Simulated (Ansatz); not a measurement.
# Lutetium, omega (AlB2-type) under LDA: from relaxation to bulk modulus

What does LDA give for lutetium in the omega (AlB2-type) structure? We relax it, solve it on a dense k-mesh, then scale the cell to 7 volumes from 88 to 112 % of the relaxed one and try a fit of the equation of state. Spin polarisation is left out. The k-meshes are 7×7×9 for the relaxation; 9×9×13 for the dense run; 8×8×11 for the volumes.

Program: Ansatz 0.2.0. Level of theory: DFT LDA (PW92), plane waves (420 eV) with PAW, scalar-relativistic; PBE-made PAW files. These are calculated values, not measurements.

## 1. The structure to begin with

Symmetry: P6/mmm, No. 191, hexagonal system. Conventional cell: a = 5.503 Å, b = 5.503 Å, c = 3.374 Å, α = 90.00°, β = 90.00°, γ = 120.00°. Around Lu (site symmetry 6/mmm) lie 14 Lu at 3.37 to 3.60 Å. Around Lu (site symmetry -6m2) lie 11 Lu at 3.18 to 3.60 Å.

Structure file:

```
Lu
1.0
     5.50342    0.00000    0.00000
    -2.75171    4.76610    0.00000
     0.00000    0.00000    3.37360
Lu
3
Cartesian
  0.0000 0.0000 0.0000
  0.0000 3.1774 1.6868
  2.7517 1.5887 1.6868
```

## 2. Geometry optimisation

Input file input.yaml:

```yaml
crystal:
  lattice:
    - [5.5034237973, 0.0, 0.0]
    - [-2.7517118986, 4.7661048162, 0.0]
    - [0.0, 0.0, 3.3735987877]
  atoms:
    - { symbol: Lu, position: [0.0, 0.0, 0.0] }
    - { symbol: Lu, position: [0.3333333333, 0.6666666667, 0.5] }
    - { symbol: Lu, position: [0.6666666667, 0.3333333333, 0.5] }
hamiltonian:
  xc: lda
  pseudopotentials:
    kind: paw
    azcp:
      Lu: "pseudopotentials/Lu.paw.azcp"
basis:
  ecutwfc: 420
  fft_grid_basis: typed
kpoints:
  mp_grid: { grid: [7, 7, 9], shift: [0, 0, 0] }
magnetization:
  spin_polarized: false
scf:
  occupations: { method: fermi_dirac, width: 0.1 }
relax:
  max_steps: 60
  f_tol: 0.01
  cell: {}
```

The runs that follow: The energy on a finer k-mesh; Equation of state: 88 %; Equation of state: 92 %; Equation of state: 96 %; Equation of state: 100 %; Equation of state: 104 %; Equation of state: 108 %; Equation of state: 112 %.

What does the calculation give? Wanted: space group; conventional cell; volume; shortest distance; gap on the mesh; relative to hcp; V₀, B₀, B₀′.

**Answer**, as computed:

| quantity | value |
| --- | --- |
| space group (spins left aside) | P6/mmm (No. 191) |
| conventional cell | a = 5.217 Å, c = 3.274 Å (c/a = 0.628) |
| volume | 25.727 Å³/atom |
| shortest distance | 3.012 Å |
| gap on the mesh | none (levels filled in part) |
| relative to hcp | +83 meV/atom |
| V₀, B₀, B₀′ | 25.655 Å³/atom, 52 GPa, 3.4 |

**Reading.** The relaxation shrank the cell by 12.8 % in volume. It lies 83 meV/atom above the element's reference form at the same level (hcp, from a run of its own). Levels at the Fermi energy are filled in part, as in a metal. The fitted modulus is 52 GPa; letting shape and positions relax at each volume could only lower it. The symmetry was held, so the structure may be unstable against distortions that break it.
